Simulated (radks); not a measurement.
**Cr³⁺ in [Ar] 3d3: an all-electron calculation**

One table from this session's results is given with a row withheld; the runs are named, their logs left out.

Program: radks (a radial shooting solver on a logarithmic mesh, Libxc functionals) version 1. Level of theory: scalar-relativistic Kohn-Sham, exchange-only PBE, spin-polarised, spherical densities, point nucleus; open shells are filled with parallel spins first. These are calculated values, not measurements, unless marked.

### The system

| Property | Result |
| --- | --- |
| element | chromium (Z = 24) |
| charge | +3 |
| electrons | 21 |
| configuration | [Ar] 3d3 |

Outer shells as boxes (Hund's rule):

Cr³⁺
```
[Ar] core
3d [↑ ][↑ ][↑ ][  ][  ]
```

The first run:

Input:

```text
Z 24
configuration [Ar] 3d3 4s0 4p0
relativity scalar-relativistic
functional pbe,
spin polarised
nucleus point
c 137.035999084
```

One table of the session follows, with a row left open; its other results are not shown here.

It belongs to the step «Orbitals and density». From the orbitals of this run (lengths in bohr):

```
  level      <r>  outermost maximum (interpolated)  90 % within  nodes
1s down  0.06355                            0.0416        0.113      0
  1s up  0.06355                            0.0416        0.113      0
  2s up   0.2934                             0.244        0.455      1
2s down   0.2929                             0.243        0.454      1
  2p up   0.2601                             0.198        0.427      0
2p down   0.2596                             0.198        0.426      0
  3s up   0.8875                             0.772         1.32      2
3s down   0.8901                             0.773         1.33      2
  3p up   0.9375                             0.790         1.44      1
3p down   0.9426                             0.791         1.45      1
  3d up    1.107                             0.790         1.85      0
3d down    1.136                             0.797         1.91      0
  4s up    2.423                              2.19         3.50      3
4s down    2.450                              2.21         3.54      3
  4p up        ?                                 ?            ?      ?
```

Q: Estimate the row for 4p up from the others.

The run gave: <r>: 2.748; outermost maximum (interpolated): 2.48; 90 % within: 3.99; nodes: 2. In the column «<r>» it is the highest.

To keep in mind: Open shells are spherical and high-spin; term and fine-structure splittings are not resolved.
